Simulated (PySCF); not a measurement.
# ZnN (quartet): changing the method

Starting from one script, swap the method and compare what comes out for ZnN (quartet).

Computed with PySCF 2.14.0. Level: each script names its method and basis.

2 further runs of the same task are left out: 2 that didn't finish.

## 1. The system as given

ZnN (quartet): 2 atoms, charge 0, spin multiplicity 4.

Bond lengths: Zn1–N2 1.753 Å.

## 2. Base script

Contents of input.py:

```python
from pyscf import gto, dft

mol = gto.M(
    atom='Zn 0 0 0; N 0 0 1.753',
    basis='ano-rcc-vdzp',
    charge=0,
    spin=3,
    verbose=4,
)
mf = dft.UKS(mol, xc='m06')
mf = mf.sfx2c1e()
mf.kernel()
mf.dip_moment()
print('orbital energies (hartree):', [e[max(0, n-3):n+3].round(4) for e, n in zip(mf.mo_energy, mol.nelec)])
```

On the command line:

```bash
OMP_NUM_THREADS=1 python input.py
```

## 3. Hcth407

Variant 1 changes functional: m06 → hcth407.

Changes to input.py since step 2:

```diff
@@ -9,3 +9,3 @@
 )
-mf = dft.UKS(mol, xc='m06')
+mf = dft.UKS(mol, xc='hcth407')
 mf = mf.sfx2c1e()
```

## 4. CCSD(T) (UHF)

Variant 2 changes step after the SCF: none → ccsd(t); SCF type: UKS → UHF; functional: m06 → none (Hartree–Fock); frozen orbitals: none → 6.

Changes to input.py since step 2:

```diff
@@ -1,2 +1,2 @@
-from pyscf import gto, dft
+from pyscf import gto, scf, cc
 
@@ -9,5 +9,8 @@
 )
-mf = dft.UKS(mol, xc='m06')
+mf = scf.UHF(mol)
 mf = mf.sfx2c1e()
 mf.kernel()
+mycc = cc.CCSD(mf, frozen=6)
+mycc.kernel()
+mycc.ccsd_t()
 mf.dip_moment()
```

## 5. MP2 (UHF)

Variant 3 changes step after the SCF: none → mp2; SCF type: UKS → UHF; functional: m06 → none (Hartree–Fock); frozen orbitals: none → 6.

Changes to input.py since step 2:

```diff
@@ -1,2 +1,2 @@
-from pyscf import gto, dft
+from pyscf import gto, scf, mp
 
@@ -9,5 +9,6 @@
 )
-mf = dft.UKS(mol, xc='m06')
+mf = scf.UHF(mol)
 mf = mf.sfx2c1e()
 mf.kernel()
+mp.MP2(mf, frozen=6).kernel()
 mf.dip_moment()
```

## 6. B3lyp5

Variant 4 changes functional: m06 → b3lyp5.

Changes to input.py since step 2:

```diff
@@ -9,3 +9,3 @@
 )
-mf = dft.UKS(mol, xc='m06')
+mf = dft.UKS(mol, xc='b3lyp5')
 mf = mf.sfx2c1e()
```

Before running it: what results should come out? Wanted: for each run, E(SCF); from base; gap, α spin; SCF dipole; after the SCF.

**Answer**, as computed:

```csv
run,E(SCF) (hartree),from base (eV),cycles,"gap, α spin (eV)",SCF dipole (D),after the SCF
base,-1850.518069,0,10,5.19,0.61,n/a
hcth407,-1851.416812,not comparable,11,3.95,0.73,n/a
CCSD(T) (UHF),-1848.657763,not comparable,12,10.15,1.74,"CCSD(T) correlation -17.128 eV, core frozen"
MP2 (UHF),-1848.657763,not comparable,12,10.15,1.74,"MP2 correlation -18.240 eV, core frozen"
b3lyp5,-1850.453059,not comparable,10,5.06,0.89,n/a
```

**Reading.** The α-spin gap between the frontier levels is 3.9 eV with hcth407 (0 % exact exchange) and 5.2 eV with m06 (27 %): exact exchange opens it. On the same reference and core, CCSD(T) gains 17.13 eV in 12 s; MP2 reaches 106 % of that in 4.7 s. Total energies of different functionals can't be compared with each other; differences within one functional can.
